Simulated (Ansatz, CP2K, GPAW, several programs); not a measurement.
# Li3OF: cheap methods against density-functional theory

How much accuracy does each second buy? Li3OF is computed with 6 methods of unlike cost, up to r2SCAN.

Computed with CP2K, Ansatz, GPAW (versions at each run) (no spin polarisation, static lattice; gaps from single points on the cell relaxed beforehand with r²SCAN, unless a step's input says otherwise).

**1. The starting structure**

Symmetry: Pm-3m, No. 221, cubic system. The conventional cell has a = 3.642 Å, b = 3.642 Å, c = 3.642 Å, α = 90.00°, β = 90.00°, γ = 90.00°. Around F (site symmetry m-3m) lie 12 Li at 2.58 Å. Around O (site symmetry m-3m) lie 6 Li at 1.82 Å. Li (site symmetry 4/mmm) has 2 O at 1.82 Å and 4 F at 2.58 Å and 8 Li at 2.58 Å in its first shell of neighbours.

Coordinates:

```
F O Li
1.0
     3.64213    0.00000    0.00000
     0.00000    3.64213    0.00000
     0.00000    0.00000    3.64213
F O Li
1 1 3
Direct
  0.00000 0.00000 0.00000
  0.50000 0.50000 0.50000
  0.50000 0.50000 0.00000
  0.50000 0.00000 0.50000
  0.00000 0.50000 0.50000
```

The structure type (antiperovskite) is imposed and need not be the compound's stable one.

**Question.** The methods are PBE/DZVP, PBE/SZV, coarse PBE, GLLB-SC, PBE, r2SCAN. What gap does r2SCAN give on this cell, and which other methods (full PBE left aside) come nearest to r2SCAN and farthest in gap?

```
                                      quantity                                      value
                                        r2SCAN       gap 5.60 eV, 9.66 Å³/atom, B₀ 64 GPa
gap: nearest and farthest of the other methods  coarse PBE (-0.64 eV), GLLB-SC (+3.39 eV)
```

In words: Among the 4 methods compared for the gap (full PBE left aside), coarse PBE is nearest to r2SCAN and GLLB-SC farthest. A minimal basis or a coarse cutoff and mesh shifts results by its own error, so closeness to r2SCAN can be chance. GLLB-SC is compared with its derivative discontinuity added. No volume is given for PBE/SZV, coarse PBE, which can hide a larger miss. CPU times run from 0.77 s (coarse PBE) to 48 s (PBE/DZVP). On this cell PBE/DZVP, PBE/SZV, GLLB-SC cost more than r2SCAN itself (6 s), so they are no saving here. r2SCAN is a yardstick, not the truth: it usually gives gaps below the measured ones.
